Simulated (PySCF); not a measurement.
# SiCl2Me2 (C2H6Cl2Si): fields and orbitals

For SiCl2Me2 (C2H6Cl2Si), the scripts below localise its valence orbitals and analyse its density (charges, bond critical points, surface potential).

The runs use PySCF 2.14.0; levels as typed in each script, gas phase, geometry from GFN2-xTB.

## 1. The system as given

11 atoms, charge 0, spin multiplicity 1.

Bond lengths: Si1–Cl2 2.033 Å, Si1–Cl3 2.033 Å, Si1–C4 1.902 Å, Si1–C8 1.902 Å, C4–H5 1.086 Å, C4–H6 1.086 Å, C4–H7 1.087 Å, C8–H9 1.086 Å, C8–H10 1.086 Å, C8–H11 1.087 Å. Angles: Cl2–Si1–Cl3 108.3°, Cl2–Si1–C4 109.1°, Cl2–Si1–C8 109.0°, Cl3–Si1–C4 109.0°, Cl3–Si1–C8 109.1°, C4–Si1–C8 112.3°, Si1–C4–H5 111.3°, Si1–C4–H6 111.2°, Si1–C4–H7 111.3°, H5–C4–H6 107.7°, H5–C4–H7 107.5°, H6–C4–H7 107.6°, Si1–C8–H9 111.3°, Si1–C8–H10 111.2°, Si1–C8–H11 111.3°, H9–C8–H10 107.7°, H9–C8–H11 107.5°, H10–C8–H11 107.6°.

Geometry (Å):

```
atom    x (Å)    y (Å)    z (Å)
 Si1  -0.0001   0.3046   0.0001
 Cl2   1.6479  -0.8861  -0.0033
 Cl3  -1.6479  -0.8861   0.0033
  C4  -0.0059   1.3639  -1.5796
  H5   0.8358   2.0497  -1.5981
  H6  -0.9148   1.9533  -1.6543
  H7   0.0570   0.7444  -2.4703
  C8   0.0059   1.3641   1.5794
  H9  -0.8358   2.0498   1.5979
 H10   0.9148   1.9535   1.6541
 H11  -0.0570   0.7446   2.4701
```

## 2. Localised orbitals (PBE0/def2-svpd)

input.py reads:

```python
import numpy as np
from pyscf import gto, scf, dft, lo
from pyscf.data.elements import chemcore

def solve(mol, dm0=None, hcore=None):
    mf = (dft.UKS if mol.spin else dft.RKS)(mol, xc='pbe0')
    mf.grids.level = 3
    mf = mf.density_fit(auxbasis='def2-universal-jkfit')
    mf.conv_tol, mf.max_cycle = 1e-8, 80
    if hcore is not None:
        mf.get_hcore = lambda *args: hcore
    mf.kernel(dm0)
    if not mf.converged:
        mf = mf.newton().run(mf.mo_coeff, mf.mo_occ, max_cycle=30)
    assert mf.converged, 'SCF not converged'
    return mf

mol = gto.M(atom='''
Si    -0.00006     0.30464     0.00011
Cl     1.64791    -0.88612    -0.00331
Cl    -1.64786    -0.88615     0.00332
C     -0.00592     1.36394    -1.57963
H      0.83580     2.04971    -1.59815
H     -0.91481     1.95334    -1.65430
H      0.05703     0.74441    -2.47028
C      0.00592     1.36409     1.57943
H     -0.83582     2.04984     1.59789
H      0.91479     1.95352     1.65405
H     -0.05701     0.74464     2.47014
''', basis='def2-svpd', charge=0, spin=0, verbose=4)
mf = solve(mol)
occ_all = mf.mo_coeff[:, mf.mo_occ > 0]
occ = occ_all[:, chemcore(mol):]
pm = lo.PM(mol, occ, pop_method='meta_lowdin')
loc = pm.kernel()
for _ in range(5):
    new, stable = pm.stability_jacobi(return_status=True)
    if stable:
        break
    loc = pm.kernel(new)
fock, s = mf.get_fock(), mf.get_ovlp()
ortho = lo.orth_ao(mol, 'meta_lowdin')
labels = mol.ao_labels(fmt=None)
vir = loc[:, :0]
both = np.hstack([loc, vir])
p = (ortho.T @ s @ both) ** 2
pop = np.array([p[[l[0] == a for l in labels]].sum(0) for a in range(mol.natm)])
spd = np.array([[p[[l[0] == a and l[2][-1] == k for l in labels]].sum(0) for k in 'spd'] for a in range(mol.natm)])
eps = np.einsum('pi,pq,qi->i', both, fock, both)
for i in np.argsort(eps):
    top = np.argsort(-pop[:, i])[:3]
    print('%3d %s %9.4f Eh ' % (i + 1, 'occ' if i < loc.shape[1] else 'vir', eps[i]), '  '.join('%s%d %.3f' % (mol.atom_symbol(a), a + 1, pop[a, i]) for a in top))
np.savez('result.npz', c=both, nocc=loc.shape[1], pop=pop, spd=spd, eps=eps, e=mf.e_tot)
```

Started as:

```sh
OMP_NUM_THREADS=1 python input.py
```

## 4. Density, bond paths and surface potential (PBE0/def2-tzvp)

input.py reads:

```python
import numpy as np
from pyscf import gto, scf, dft
from pyscf.scf import atom_ks, atom_hf
from scipy.linalg import block_diag

def solve(mol, dm0=None, hcore=None):
    mf = (dft.UKS if mol.spin else dft.RKS)(mol, xc='pbe0')
    mf.grids.level = 3
    mf = mf.density_fit(auxbasis='def2-universal-jkfit')
    mf.conv_tol, mf.max_cycle = 1e-8, 80
    if hcore is not None:
        mf.get_hcore = lambda *args: hcore
    mf.kernel(dm0)
    if not mf.converged:
        mf = mf.newton().run(mf.mo_coeff, mf.mo_occ, max_cycle=30)
    assert mf.converged, 'SCF not converged'
    return mf

mol = gto.M(atom='''
Si    -0.00006     0.30464     0.00011
Cl     1.64791    -0.88612    -0.00331
Cl    -1.64786    -0.88615     0.00332
C     -0.00592     1.36394    -1.57963
H      0.83580     2.04971    -1.59815
H     -0.91481     1.95334    -1.65430
H      0.05703     0.74441    -2.47028
C      0.00592     1.36409     1.57943
H     -0.83582     2.04984     1.59789
H      0.91479     1.95352     1.65405
H     -0.05701     0.74464     2.47014
''', basis='def2-tzvp', charge=0, spin=0, verbose=4)
mf = solve(mol)
mf.analyze()
# spherically averaged free atoms, for the promolecule
atm = atom_ks.get_atm_nrks(mol, xc='pbe0')
pro = block_diag(*[(atm[a[0]][2] * atm[a[0]][3]) @ atm[a[0]][2].T for a in mol._atom])
np.savez('result.npz', e=mf.e_tot, c=mf.mo_coeff, occ=mf.mo_occ, eps=mf.mo_energy, pro=pro, dip=mf.dip_moment(verbose=0), s2=mf.spin_square()[0])
```

(Steps that only read results are left out.)

What does the calculation give? Wanted: dipole moment; HOMO, LUMO.

**Answer**, as computed:

```
                                                 quantity           value
localised occupied orbitals above −45 eV (PBE0/def2-svpd)              16
                           dipole moment (PBE0/def2-tzvp)          2.05 D
                              HOMO, LUMO (PBE0/def2-tzvp)  -8.54, 0.96 eV
```

In words: At PBE0/def2-tzvp: The highest Hirshfeld charge is on Si1 (+0.38 e), the lowest on C4 and C8 (−0.22 e). All values hold at the given geometry, in the gas phase.
